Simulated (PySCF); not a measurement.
# ZrHF3: geometry, NMR shifts and electronic excitations

Wanted: the NMR shifts and electronic excitations of ZrHF3 (`[H][Zr]([F])([F])[F]`), by calculation.

Computed with PySCF 2.14.0, with density-fitted response routines of our own, on a single molecule in the gas phase. Atoms are numbered from 0 throughout.

**1. Starting geometry**

5 atoms, charge 0, multiplicity 1; geometry from: GFN2-xTB.

Bonds of the start (Å): Zr0–H1 1.76, Zr0–F2 1.87, Zr0–F3 1.87, Zr0–F4 1.87.

**2. Relaxing the molecule at PBE0-D3(BJ)/def2-SVP**

The job: settings as JSON, then the geometry in Å.

```
{"job": {"xc": "PBE0", "basis": "def2-SVP", "d3": "d3bj", "grid": 1, "maxiter": 40, "kind": "geom"}, "charge": 0, "multiplicity": 1}
Zr     0.000620    -0.000650     0.097130
H      0.010620    -0.018020     1.859470
F      1.708850     0.010240    -0.662110
F     -0.863840     1.487250    -0.633000
F     -0.856250    -1.478820    -0.661480
```

The log of the run:

```text
step   0  E = -346.87761802  max force = 0.028811
step   1  E = -346.88208221  max force = 0.011651
step   2  E = -346.88366463  max force = 0.005475
step   3  E = -346.88426969  max force = 0.002986
step   4  E = -346.88431536  max force = 0.000556
step   5  E = -346.88432348  max force = 0.000175
optimisation converged
```

Wall time 19 s (1 thread, shared host).

Along the way:

| step | energy from step 0 (eV) | largest force component (eV/Å) |
| --- | --- | --- |
| 0 | 0.0000 | 1.4815 |
| 1 | -0.1215 | 0.5991 |
| 2 | -0.1645 | 0.2815 |
| 3 | -0.1810 | 0.1535 |
| 4 | -0.1822 | 0.0286 |
| 5 | -0.1825 | 0.0090 |

Distances of close pairs at the start and the end, largest changes first:

| bond | before (Å) | after (Å) | change (Å) |
| --- | --- | --- | --- |
| Zr0–H1 | 1.762 | 1.846 | +0.084 |
| Zr0–F3 | 1.869 | 1.892 | +0.023 |
| Zr0–F4 | 1.869 | 1.892 | +0.022 |
| Zr0–F2 | 1.869 | 1.891 | +0.022 |

The next job starts from the end point, and lists it.

| at the end point | value |
| --- | --- |
| point group (found at 0.08 Å tolerance) | C3v |
| rotational constants (GHz, main isotopes) | 4.698, 4.657, 2.695 |
| dipole moment (D) | 0.10 |

**3. Shielding tensors: PBE0/def2-TZVP+pcSseg-1**

The job: settings as JSON, then the geometry in Å.

```
{"job": {"kind": "nmr", "xc": "PBE0", "basis": {"default": "pcSseg-1", "Zr": "def2-TZVP"}}, "charge": 0, "multiplicity": 1}
Zr    -0.001104     0.000688    -0.046991
H     -0.046545    -0.023132     1.798708
F      1.824715     0.009341    -0.539911
F     -0.892998     1.580923    -0.582476
F     -0.884067    -1.567820    -0.629320
```

Level: GIAO PBE0/pcSseg-1 Zr:def2-TZVP NMR shielding, scalar relativity only through core potentials, gas phase.

The log of the run:

```text
coarse grid: 26584 points
cycle   1  E = -346.9523345793  dE = -5.579e+00  |g| = 8.649e-01  |ddm| = 4.319e+00
cycle   2  E = -346.9884773342  dE = -3.614e-02  |g| = 8.635e-01  |ddm| = 1.519e+00
cycle   3  E = -347.1019130837  dE = -1.134e-01  |g| = 2.057e-01  |ddm| = 5.930e-01
cycle   4  E = -347.1098183912  dE = -7.905e-03  |g| = 4.899e-02  |ddm| = 1.764e-01
cycle   5  E = -347.1102157746  dE = -3.974e-04  |g| = 1.046e-02  |ddm| = 3.035e-02
cycle   6  E = -347.1102396446  dE = -2.387e-05  |g| = 1.015e-03  |ddm| = 7.869e-03
cycle   7  E = -347.1102398748  dE = -2.302e-07  |g| = 2.203e-04  |ddm| = 1.172e-03
final grid: 54592 points
cycle   8  E = -347.1103481440  dE = -3.666e-07  |g| = 3.969e-04  |ddm| = 9.262e-04
cycle   9  E = -347.1103480880  dE =  5.596e-08  |g| = 7.218e-04  |ddm| = 5.669e-04
cycle  10  E = -347.1103481719  dE = -8.395e-08  |g| = 4.092e-05  |ddm| = 3.360e-04
cycle  11  E = -347.1103481722  dE = -2.887e-10  |g| = 1.475e-05  |ddm| = 4.528e-05
converged SCF energy = -347.1103481722

GIAO shielding tensors (ppm)
atom      isotropic    diamagn.    paramagn.     s11        s22        s33       span
  0 Zr         nan         nan         nan        nan        nan        nan        nan
  1 H       25.028      27.351      -2.323     24.158     24.180     26.746      2.588
  2 F      -44.708     473.516    -518.225   -348.319   -175.133    389.327    737.645
  3 F      -43.940     473.529    -517.469   -345.479   -175.757    389.416    734.895
  4 F      -44.085     473.528    -517.614   -345.958   -175.467    389.170    735.128
```

Run time: 5.7 s. Hardware: 1 thread, shared host.

Shifts follow as δ = σ(reference) − σ, with reference shieldings (ppm) from runs at the same level and on the same kind of geometry: 1H TMS 31.27, 19F CFCl3 177.2. The references are single molecules in the gas phase, so shifts against H2O, NH3, PH3, H3PO4 or CFCl3 are not on the usual liquid scales and can be off by tens of ppm. Atoms listed in one row are averaged.

| atoms | environment | σ (ppm) | δ (ppm) |
| --- | --- | --- | --- |
| H1 | hydrogen on a Zr bonded to 3 F | 25.03 | 6.24 |
| F2, F3, F4 | fluorine bonded to Zr | -44.2 | 221.5 |

Atoms past Kr carry core potentials, so their printed shieldings have no meaning and are left out of the table.

The run also stored atomic charges by several schemes (e):

| atoms | Mulliken | ESP fit |
| --- | --- | --- |
| Zr0 | 1.43 | 1.59 |
| F2, F3, F4 | -0.43 | -0.41 |

Mayer bond orders: Zr0–F2 1.00, Zr0–F3 1.00, Zr0–F4 1.00.

With diffuse functions Mulliken charges and Mayer bond orders lose their meaning; the other schemes are steadier.

**4. Ultraviolet spectrum: wB97X-D/def2-SVPD**

The job: settings as JSON, then the geometry in Å.

```
{"job": {"kind": "uv", "xc": "wB97X-D", "basis": "def2-SVPD", "ip": true, "nstates": 10}, "charge": 0, "multiplicity": 1}
Zr    -0.001104     0.000688    -0.046991
H     -0.046545    -0.023132     1.798708
F      1.824715     0.009341    -0.539911
F     -0.892998     1.580923    -0.582476
F     -0.884067    -1.567820    -0.629320
```

Method: TDDFT wB97X-D/def2-SVPD, vertical, gas phase, core orbitals frozen in the response.

The log of the run:

```text
coarse grid: 26584 points
cycle   1  E = -347.0092477698  dE = -6.607e+00  |g| = 8.308e-01  |ddm| = 3.717e+00
cycle   2  E = -346.9809195727  dE =  2.833e-02  |g| = 9.839e-01  |ddm| = 1.203e+00
cycle   3  E = -347.1251906288  dE = -1.443e-01  |g| = 1.306e-01  |ddm| = 5.579e-01
cycle   4  E = -347.1289451396  dE = -3.755e-03  |g| = 2.421e-02  |ddm| = 1.840e-01
cycle   5  E = -347.1291335352  dE = -1.884e-04  |g| = 4.449e-03  |ddm| = 4.487e-02
cycle   6  E = -347.1291440884  dE = -1.055e-05  |g| = 1.452e-03  |ddm| = 1.567e-02
cycle   7  E = -347.1291453700  dE = -1.282e-06  |g| = 3.101e-04  |ddm| = 5.231e-03
final grid: 54592 points
cycle   8  E = -347.1332561145  dE = -7.173e-05  |g| = 2.210e-03  |ddm| = 6.548e-02
cycle   9  E = -347.1332569048  dE = -7.903e-07  |g| = 1.868e-03  |ddm| = 5.503e-03
cycle  10  E = -347.1332574132  dE = -5.084e-07  |g| = 6.097e-04  |ddm| = 1.338e-03
cycle  11  E = -347.1332574913  dE = -7.808e-08  |g| = 1.092e-04  |ddm| = 1.193e-03
cycle  12  E = -347.1332574965  dE = -5.218e-09  |g| = 3.119e-05  |ddm| = 2.403e-04
cycle  13  E = -347.1332574971  dE = -6.077e-10  |g| = 2.007e-05  |ddm| = 1.217e-04
converged SCF energy = -347.1332574971

Static polarisability (au): isotropic 39.412, principal 37.831 37.911 42.496

Singlet excitations
state   eV       nm        f      main configurations
  1   5.4367    228.1   0.01718   H->L 0.99
  2   5.4536    227.3   0.01718   H->L+1 0.99
  3   7.1110    174.4   0.02483   H->L+5 0.57, H->L+4 0.23, H->L+6 0.18
  4   7.1221    174.1   0.02603   H->L+4 0.57, H->L+5 0.22, H->L+7 0.19
  5   7.3322    169.1   0.23522   H->L+2 0.70, H->L+3 0.25
  6   8.6119    144.0   0.17190   H->L+3 0.66, H->L+2 0.27
  7   8.7142    142.3   0.00008   H-3->L 0.43, H-1->L 0.24, H-2->L+1 0.17
  8   8.7198    142.2   0.00011   H-3->L+1 0.42, H-2->L 0.23, H-1->L+1 0.20
  9   8.8091    140.7   0.00000   H-2->L+1 0.49, H-1->L 0.44
 10   8.8296    140.4   0.02100   H-1->L+1 0.48, H-2->L 0.46

Triplet excitations (Tamm-Dancoff, eV): 4.9161 4.9329 6.2173 7.0063
Vertical ionisation energy (delta-SCF) = 11.8412 eV
Vertical electron affinity (delta-SCF) = -0.3392 eV
```

Wall time 28 s (1 thread, shared host).

Frontier orbitals and where they lie:

| orbital | eV | atoms |
| --- | --- | --- |
| HOMO−3 | -14.34 | F3 32 %, F2 32 %, F4 32 % |
| HOMO−2 | -14.30 | F2 34 %, F4 31 %, F3 29 % |
| HOMO−1 | -14.30 | F3 34 %, F4 32 %, F2 28 % |
| HOMO | -11.04 | H1 51 %, Zr0 44 % |
| LUMO | -0.10 | Zr0 75 %, F2 9 %, H1 7 % |
| LUMO+1 | -0.09 | Zr0 75 %, F3 9 %, H1 7 % |
| LUMO+2 | 0.82 | Zr0 74 %, H1 8 %, F2 6 % |

With each of the 10 states as a Gaussian band of 0.4 eV half-width at 1/e, the curve within the window shown has maxima at 228 nm (ε 1,400), 170 nm (ε 11,000), 144 nm (ε 7,600) L/(mol cm). Beyond the last state computed it falls off for lack of states. The curve at chosen wavelengths:

| nm | ε (L/mol/cm) |
| --- | --- |
| 136 | 1791 |
| 141 | 6362 |
| 146 | 6912 |
| 150 | 3609 |
| 155 | 1289 |
| 160 | 3290 |
| 165 | 8322 |
| 170 | 11132 |
| 174 | 9497 |
| 179 | 5208 |
| 184 | 1978 |
| 189 | 557 |
| 194 | 127 |
| 198 | 51 |
| 203 | 90 |
| 208 | 256 |
| 213 | 562 |
| 218 | 949 |
| 222 | 1220 |
| 227 | 1387 |
| 232 | 1312 |
| 237 | 1057 |
| 242 | 740 |
| 246 | 509 |
| 251 | 289 |
| 256 | 149 |

Ground-state properties from the same run:

| property | computed |
| --- | --- |
| dipole moment (D) | 0.02 |
| polarisability (Å³) | 5.84 |
| HOMO–LUMO gap (eV) | 10.93 |
| −ε(HOMO) (eV) | 11.04 |

**5. NMR shieldings: B3LYP/def2-TZVP+pcSseg-1**

The job: settings as JSON, then the geometry in Å.

```
{"job": {"kind": "nmr", "xc": "B3LYP", "basis": {"default": "pcSseg-1", "Zr": "def2-TZVP"}, "pop": false}, "charge": 0, "multiplicity": 1}
Zr    -0.001104     0.000688    -0.046991
H     -0.046545    -0.023132     1.798708
F      1.824715     0.009341    -0.539911
F     -0.892998     1.580923    -0.582476
F     -0.884067    -1.567820    -0.629320
```

Method: GIAO B3LYP/pcSseg-1 Zr:def2-TZVP NMR shielding, scalar relativity only through core potentials, gas phase.

The log of the run:

```text
coarse grid: 26584 points
cycle   1  E = -347.2559851589  dE = -5.514e+00  |g| = 9.277e-01  |ddm| = 4.329e+00
cycle   2  E = -347.2689581477  dE = -1.297e-02  |g| = 1.015e+00  |ddm| = 1.652e+00
cycle   3  E = -347.4233891093  dE = -1.544e-01  |g| = 2.582e-01  |ddm| = 6.924e-01
cycle   4  E = -347.4360961782  dE = -1.271e-02  |g| = 5.156e-02  |ddm| = 2.152e-01
cycle   5  E = -347.4365281633  dE = -4.320e-04  |g| = 1.259e-02  |ddm| = 3.353e-02
cycle   6  E = -347.4365647145  dE = -3.655e-05  |g| = 1.220e-03  |ddm| = 1.016e-02
cycle   7  E = -347.4365650371  dE = -3.226e-07  |g| = 2.419e-04  |ddm| = 1.285e-03
final grid: 54592 points
cycle   8  E = -347.4366785171  dE = -4.007e-07  |g| = 6.139e-04  |ddm| = 1.099e-03
cycle   9  E = -347.4366783356  dE =  1.815e-07  |g| = 1.245e-03  |ddm| = 8.732e-04
cycle  10  E = -347.4366785807  dE = -2.451e-07  |g| = 4.946e-05  |ddm| = 5.490e-04
cycle  11  E = -347.4366785812  dE = -4.446e-10  |g| = 1.712e-05  |ddm| = 5.507e-05
converged SCF energy = -347.4366785812

GIAO shielding tensors (ppm)
atom      isotropic    diamagn.    paramagn.     s11        s22        s33       span
  0 Zr         nan         nan         nan        nan        nan        nan        nan
  1 H       25.259      27.658      -2.399     24.506     24.528     26.743      2.237
  2 F      -55.235     474.409    -529.644   -364.646   -186.484    385.425    750.071
  3 F      -54.496     474.422    -528.918   -361.772   -187.240    385.525    747.296
  4 F      -54.655     474.421    -529.076   -362.332   -186.913    385.280    747.612
```

Wall time 5.2 s (1 thread, shared host).

In short: δ F2 226.7, H1 6.12 ppm (means over like atoms).

**6. Run by run: NMR shifts**

Shifts (ppm), means over like atoms, with basis size and wall time:

| run | H1 | F2 | functions | time |
| --- | --- | --- | --- | --- |
| PBE0/def2-TZVP+pcSseg-1 | 6.24 | 221.5 | 96 | 5.7 s |
| B3LYP/def2-TZVP+pcSseg-1 | 6.12 | 226.7 | 96 | 5.2 s |

**7. What came out**

```
                                                                           quantity                                             value
                                                                        point group                                               C3v
                                               rotational constants (main isotopes)                              4.70, 4.66, 2.70 GHz
                                    1H shifts against TMS (PBE0/def2-TZVP+pcSseg-1)                                          6.24 ppm
19F shifts against CFCl3 (PBE0/def2-TZVP+pcSseg-1, means over atoms taken as alike)                                         221.5 ppm
                                                 lowest singlet (wB97X-D/def2-SVPD)                       5.44 eV (228 nm), f = 0.017
                                           brightest single state of those computed                       state 5, 7.33 eV, f = 0.235
                                                                     lowest triplet                                           4.92 eV
                                                  vertical ionisation energy (ΔSCF)                                          11.84 eV
                                                  vertical electron affinity (ΔSCF)  -0.34 eV (unbound: the value hangs on the basis)
                                                           range of the shift of F2                                221.5 to 226.7 ppm
```

Relaxing lowered the energy by 0.182 eV in 5 steps; the close pair that moved most is Zr0–H1, from 1.762 to 1.846 Å. At PBE0/def2-TZVP+pcSseg-1: The widest tensor belongs to F2, F3, F4: span 736 ppm, with a paramagnetic part of -518 ppm. The lowest singlet, at 5.44 eV, is HOMO→LUMO 0.99 and is weak; of the 10 states computed, the strongest absorption comes from state 5 at 7.33 eV. The lowest triplet lies 0.52 eV below the lowest singlet (triplets in Tamm-Dancoff, singlets in full TDDFT). The orbital energy would give 11.04 eV for ionisation, ΔSCF gives 11.84 eV. Across the 2 runs the shift of F2 (with its like atoms) moves most, between 221.5 (PBE0/def2-TZVP+pcSseg-1) and 226.7 ppm (B3LYP/def2-TZVP+pcSseg-1). Spin-orbit coupling is left out, which matters for shieldings and couplings at and beside the heavy atoms.
